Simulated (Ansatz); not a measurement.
**Al3GaN4: a stretch of c alone**

Aim: apply a stretch of c alone to Al3GaN4 from -3 to +3 %, where the rest of the cell is held and the atoms relax, and follow energy, stress and any gap.

Program: Ansatz 0.2.0. Level of theory: DFT r2SCAN, scalar-relativistic, plane waves, PAW. These are calculated values, not measurements.

2 further runs of the same task are left out: 2 set aside as unsound or not needed.

## (1) Starting point

It takes space group Pm (No. 6, monoclinic). The conventional cell has a = 5.038 Å, b = 3.125 Å, c = 5.410 Å, α = 90.00°, β = 90.03°, γ = 90.00°. Al (site symmetry m) has 4 N at 1.88 to 1.90 Å as nearest neighbours. Al (site symmetry m) has 4 N at 1.89 to 1.90 Å as nearest neighbours. Ga (site symmetry m) has 4 N at 1.93 to 1.96 Å as nearest neighbours. N (site symmetry m) has 3 Al at 1.89 Å and 1 Ga at 1.96 Å as nearest neighbours. N (site symmetry m) is surrounded by 4 Al at 1.90 Å. Around N (site symmetry m) lie 2 Al at 1.88 to 1.89 Å and 2 Ga at 1.93 Å. Around N (site symmetry m) lie 3 Al at 1.89 to 1.90 Å and 1 Ga at 1.94 Å.

Coordinates:

```
Al Ga N
1.0
     5.03808    0.00000    0.00000
     0.00000    3.12495    0.00000
    -0.00323    0.00000    5.41039
Al Ga N
3 1 4
Direct
  0.50022 0.50000 0.16726
  0.00067 0.50000 0.83490
  0.00100 0.00000 0.33164
  0.49949 0.00000 0.66620
  0.11071 0.00000 0.66632
  0.12268 0.50000 0.16713
  0.62541 0.50000 0.84068
  0.62341 0.00000 0.32586
```

It goes back to an entry of the Materials Project, which need not be the stable form.

It is the result of an earlier relaxation at this level (volume 10.65 Å³/atom; gap on the mesh: 4.15 eV).

## (2) The unstrained reference

Input file input.yaml:

```yaml
crystal:
  lattice:
    - [5.0380821998, 0.0, 0.0]
    - [0.0, 3.124948827, 0.0]
    - [-0.003225275, 0.0, 5.41039302]
  atoms:
    - { symbol: Al, position: [0.5002216621, 0.5, 0.1672550744] }
    - { symbol: Al, position: [0.0006683705, 0.5, 0.8349019371] }
    - { symbol: Al, position: [0.0010043256, 0.0, 0.3316444641] }
    - { symbol: Ga, position: [0.4994946875, 0.0, 0.6662044645] }
    - { symbol: "N", position: [0.1107069786, 0.0, 0.6663170127] }
    - { symbol: "N", position: [0.1226755896, 0.5, 0.1671322914] }
    - { symbol: "N", position: [0.6254135995, 0.5, 0.8406810062] }
    - { symbol: "N", position: [0.6234137865, 0.0, 0.3258647496] }
basis:
  ecutwfc: 500
kpoints:
  mp_grid: { grid: [6, 8, 4] }
hamiltonian:
  xc: r2scan
scf:
  occupations: { method: gaussian, width: 0.02 }
output:
  forces: true
  stress: true
  eigenvalues: true
```

The run is started by

```sh
$ ansatz run input.yaml --threads 2 --pin off --max-ram 5120MiB --backend cpu --events-out ev --progress --plain --runs-dir out
```

Further runs follow: band edges over the zone; the cell strained by -1.5 %; the gap over the whole zone at -1.5 %; the cell strained by +1.5 %; band edges over the zone at +1.5 %; strain -3.0 %; seeking the band edges at -3.0 %; the cell strained by +3.0 %; seeking the band edges at +3.0 %.

Before running it: what results should come out? Wanted: (1/V) d²E/dε² at zero strain, cubic fit; gap shift, negative and positive side.

The runs gave:

| quantity | value |
| --- | --- |
| largest energy cost | 12.2 meV/atom at -3.0 % |
| (1/V) d²E/dε² at zero strain, cubic fit | 395 GPa |
| gap shift, negative and positive side | -84, -104 meV per % |

What this shows: The curvature of the energy, 395 GPa, is the elastic constant along c at held a and b. The gap runs from 4.31 eV at -3.0 % through 4.15 to 3.83 eV at +3.0 %, and changes between direct and indirect on the way.
